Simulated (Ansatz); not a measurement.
**C2H6GeOSi: up Jacob's ladder to CCSD(T)**

One table from this session's results is given with a row withheld; the runs are named, their logs left out.

Program: Ansatz 0.2.0, Gaussian basis. Level of theory: functionals in def2-TZVPP, the program's frozen cores in correlated methods. These are calculated values, not measurements.

The runs, in order: PBE-D4, r2SCAN-D4, PBE0-D4, B3LYP-D4, ωB97X-V, ωB97M-V, B2PLYP; CCSD(T)/def2-TZVPP; MP2/def2-QZVPP; extrapolation to the limit.

## The relaxed structure

All runs share one geometry, relaxed beforehand with PBE0-D4 in a triple-zeta def2 set.

SMILES `[SiH3]C#C[O][GeH3]`, 11 atoms, charge 0, spin multiplicity 1.

Atoms are counted from 1 here; the program's logs count them from 0.

Bond lengths: Si1–C2 1.802 Å, Si1–H6 1.487 Å, Si1–H7 1.486 Å, Si1–H8 1.487 Å, C2–C3 1.213 Å, C3–O4 1.279 Å, O4–Ge5 1.830 Å, Ge5–H9 1.531 Å, Ge5–H10 1.527 Å, Ge5–H11 1.531 Å. Angles: C2–Si1–H6 110.1°, C2–Si1–H7 110.5°, C2–Si1–H8 110.9°, H6–Si1–H7 108.5°, H6–Si1–H8 108.3°, H7–Si1–H8 108.4°, Si1–C2–C3 179.1°, C2–C3–O4 179.4°, C3–O4–Ge5 118.2°, O4–Ge5–H9 106.3°, O4–Ge5–H10 102.2°, O4–Ge5–H11 106.3°, H9–Ge5–H10 113.9°, H9–Ge5–H11 112.9°, H10–Ge5–H11 113.9°.

Set-up of the first run:

The input, in.yaml:

```yaml
crystal:
  periodic: [false, false, false]
  atoms:
    - {symbol: Si, position_ang: [-2.214584, -1.518851, 0.363999]}
    - {symbol: C, position_ang: [-0.535701, -0.879254, 0.223133]}
    - {symbol: C, position_ang: [0.601200, -0.466702, 0.133980]}
    - {symbol: O, position_ang: [1.805534, -0.044576, 0.043712]}
    - {symbol: Ge, position_ang: [2.075290, 1.706371, -0.416451]}
    - {symbol: H, position_ang: [-3.169916, -0.403276, 0.595822]}
    - {symbol: H, position_ang: [-2.315706, -2.470343, 1.501164]}
    - {symbol: H, position_ang: [-2.617011, -2.227459, -0.879360]}
    - {symbol: H, position_ang: [1.397000, 2.546221, 0.668460]}
    - {symbol: H, position_ang: [3.598993, 1.809804, -0.417145]}
    - {symbol: H, position_ang: [1.440300, 1.891166, -1.796712]}
basis:
  gaussian: {orbitals: def2-TZVPP}
hamiltonian: {xc: pbe, dispersion: d4}
output: {forces: true, orbitals: {seedname: orbitals}}
```

Started as:

```bash
ansatz run in.yaml --threads 4 --pin off --events-out ev --progress --plain --max-ram 10444MiB
```

Steps of the session up to this table: PBE-D4 (GGA); r2SCAN-D4 (meta-GGA); PBE0-D4 (hybrid); B3LYP-D4 (hybrid); ωB97X-V (range-separated); ωB97M-V (range-separated); B2PLYP (double hybrid); CCSD(T) in def2-TZVPP; MP2 in def2-QZVPP.

One of the session's tables, all rows but one given; the rest of the session is left out.

```
            method  atomisation energy (kJ/mol)
            PBE-D4                       3873.6
         r2SCAN-D4                       3832.2
           PBE0-D4                       3800.2
          B3LYP-D4                            ?
           ωB97X-V                       3835.9
           ωB97M-V                       3814.8
            B2PLYP                       3781.9
     HF/def2-TZVPP                       2737.1
    MP2/def2-TZVPP                       3792.9
   CCSD/def2-TZVPP                       3664.9
CCSD(T)/def2-TZVPP                       3730.5
           MP2/CBS                       3885.6
       CCSD(T)/CBS                       3823.1
```

Q: Estimate the row for B3LYP-D4 from the others.

**Answer.** atomisation energy (kJ/mol): 3810.9. In the column «atomisation energy (kJ/mol)» it lies between PBE0-D4 (3800.2) and ωB97M-V (3814.8).

Among the levels timed on like hardware and quicker than the yardstick, those that no quicker one beats, quickest first: PBE-D4 (3 s, +50.5 kJ/mol); PBE0-D4 (4.1 s, -22.9 kJ/mol); r2SCAN-D4 (6.5 s, +9.0 kJ/mol); ωB97M-V (15 s, -8.3 kJ/mol).

B2PLYP carry no dispersion term (for B3LYP, D4 adds 35.6 kJ/mol).
